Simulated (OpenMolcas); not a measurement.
**Au³⁺ among point charges: CASSCF and CASPT2 levels and susceptibility**

Aim: the splitting of the states of Au³⁺ in the field of 6 point charges, its lowest levels with spin-orbit coupling and its magnetic susceptibility.

Program: OpenMolcas 26.06. Level of theory: state-averaged CASSCF and CASPT2, spin-orbit coupling by RASSI with atomic mean-field integrals. These are calculated values, not measurements, unless marked.

### Step 1. The atom as given

* Species: Au³⁺ (gold, Z = 79, 76 electrons)
* Basis: ANO-RCC-VDZP [7s6p4d2f], 59 functions
* Scalar Hamiltonian: DKH2, point nucleus
* Inactive shells: 1s 2s 2p 3s 3p 3d 4s 4p 4d 4f 5s 5p
* Active space: 8 electrons in 5 orbitals (5d)
* Some configurations of this space: 5d⁸
* Orbitals: optimised for each spin and parity, averaged over all roots

The outer shells:

5d8
```
5d [↑↓][↑↓][↑↓][↑ ][↑ ]
```

The ion sits among 6 point charges of -1 e arranged as a trigonal prism (D3h), 2.31 Å from the ion, with a polar angle of 45.7° against the regular 49.1°.

Each step is its own input file, run in one work folder so that later steps find the files of earlier ones. Labels, J, g values, rates, χT and fits are worked out afterwards by a script from the matrices that RASSI stores.

### Step 2. One- and two-electron integrals

The input, a.inp:

```
&GATEWAY
Coord
1

Au 0.0 0.0 0.0
Basis=ANO-RCC-VDZP
Group=NoSym
NoMove
AngMom=0.0 0.0 0.0
AMFI
XField
6 Angstrom 0
1.652208 0.000000 1.614407 -1.000000
-0.826104 1.430854 1.614407 -1.000000
-0.826104 -1.430854 1.614407 -1.000000
1.652208 0.000000 -1.614407 -1.000000
-0.826104 1.430854 -1.614407 -1.000000
-0.826104 -1.430854 -1.614407 -1.000000
&SEWARD
```

Run with:

```bash
$ OMP_NUM_THREADS=1 MOLCAS_MEM=1689 MOLCAS_PROJECT=a pymolcas a.inp > a.log
```

### Step 3. Reference wave functions, triplets, 10 roots

The input, a.inp:

```
&RASSCF
FileOrb=start.orb
Symmetry=1
Spin=3
nActEl=8 0 0
Inactive=34
Ras2=5
CIRoot=10 10 1
SDav=10
CIMx=300
Iter=120 100
PrWF=0.3
OrbListing=Nothing
MaxOrb=0
>>> COPY $Project.JobIph JOB001
```

start.orb holds the contracted functions of the basis, ordered by shell, or the orbitals of the step before.

### Step 4. CASSCF: singlets, 15 roots

The input, a.inp:

```
&RASSCF
FileOrb=start.orb
Symmetry=1
Spin=1
nActEl=8 0 0
Inactive=34
Ras2=5
CIRoot=15 15 1
SDav=15
CIMx=300
Iter=120 100
PrWF=0.3
OrbListing=Nothing
MaxOrb=0
>>> COPY $Project.JobIph JOB002
```

### Step 5. State interaction with spin-orbit coupling

The input, a.inp:

```
&RASSI
NrOfJobIphs=2 10 15
1 2 3 4 5 6 7 8 9 10
1 2 3 4 5 6 7 8 9 10 11 12 13 14 15
IphNames
JOB001
JOB002
EJob
SpinOrbit
DIPRint=1.0
SOCoupling=1000.0
Subsets=2
Property=9
'ANGMOM' 1 'ANGMOM' 2 'ANGMOM' 3 'MLTPL  1' 1 'MLTPL  1' 2 'MLTPL  1' 3
'AMFI' 1 'AMFI' 2 'AMFI' 3
SOProperty=3
'ANGMOM' 1 'ANGMOM' 2 'ANGMOM' 3
```

### Step 6. CASPT2: IPEA 0.25, imaginary shift 0.1 (closed shells correlated: 4f 5s 5p)

The input, a.inp:

```
>>> COPY JOB001 $Project.JobIph
&CASPT2
Multistate=10 1 2 3 4 5 6 7 8 9 10
NoMult
Frozen=23
IPEA=0.25
Imaginary=0.1
MaxIter=60
WThr=0.0 0.3 0.05
PrWF=0.5
NoMix
>>> COPY JOB002 $Project.JobIph
&CASPT2
Multistate=15 1 2 3 4 5 6 7 8 9 10 11 12 13 14 15
NoMult
Frozen=23
IPEA=0.25
Imaginary=0.1
MaxIter=60
WThr=0.0 0.3 0.05
PrWF=0.5
NoMix
```

(Steps that only read results are left out.)

Before running it: what results should come out? Wanted: spin-free ground state; first state of the same spin within the active space; lowest level; next level.

The runs gave:

```
                                            quantity                                                                           value
                                              method  SS-CASPT2, IPEA 0.25, imaginary shift 0.1 (closed shells correlated: 4f 5s 5p)
                              spin-free ground state                                                 3A2, 1-fold in its orbital part
first state of the same spin within the active space                                                                 3E at 1520 cm⁻¹
                                        lowest level                                                                       1-fold A1
                                          next level                                                                      504.1 cm⁻¹
                                         χT at 300 K                                                                  2.54 cm³ K/mol
                           effective moment at 300 K                                                                         4.51 μB
```

Cost by method:

| method | time of its own steps | time with the reference |
| --- | --- | --- |
| A. CASSCF | 6 s | 6 s |
| B. SS-CASPT2, IPEA 0.25, imaginary shift 0.1, +4f 5s 5p | 5.2 s | 11 s |

Times are of one thread on a shared host.

The spin-free ground state (3A2) comes to 97 % from free-ion F terms and keeps the highest spin of the shell. χT at 300 K is 2.54, against 1.00 cm³ K/mol for the spin alone, so orbital moment adds to it. CASPT2 does not keep the components of a term degenerate, and the means are used. The field of point charges can differ much from that of real complexes. Point charges carry no covalency, so the field is a model and not that of real ligands.
